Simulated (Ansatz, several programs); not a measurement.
NaScTe2, ordered on the rocksalt lattice (P4/mmm) with 4 atoms a cell, relaxed with r2SCAN in Ansatz (plane waves, PAW): space group P4/mmm (No. 123), tetragonal; a = 4.310 Å, c = 5.899 Å in the conventional setting, 27.40 Å³ an atom. Na has 6 Te at 2.95–3.05 Å; Te has 2 Na at 2.95 Å and 4 Sc at 3.05 Å; Sc has 6 Te at 2.95–3.05 Å; Te has 2 Sc at 2.95 Å and 4 Na at 3.05 Å. The cell was then scaled with its shape and fractional coordinates held, which makes it stiffer than a relaxed compression. No spin polarisation. The prototype was imposed, so other structures may be more stable.

```
V (Å³/atom)  E (meV/atom)
     25.751         16.40
     27.395          0.00
     28.217          3.53
     29.039         13.38
```

Q: Pass a cubic E = c₀ + c₁u + c₂u² + c₃u³, with u = V − 27.601 Å³, through these points.

A: c₀ = 0.23, c₁ = +2.221, c₂ = 5.301, c₃ = -0.3376 (meV and Å³).

Q: Where is the minimum, and what bulk modulus follows?

A: dE/du = 0 at u = -0.205, so V₀ = 27.40 Å³. B = V₀ d²E/dV² = 27.40 × (2c₂ + 6c₃u) = 27.40 × 11.017 = 302 meV/Å³, and 1 meV/Å³ is 0.16022 GPa: 48 GPa. A third-order Birch-Murnaghan fit to all five points gives 27.39 Å³ and 48 GPa.

Q: Predict the energy and the pressure at the withheld volume, 26.573 Å³.

A: With u = -1.028: E ≈ 3.92 meV and P = −dE/dV ≈ +1.56 GPa. The run gives 3.89 meV and, from its stress, +1.56 GPa.
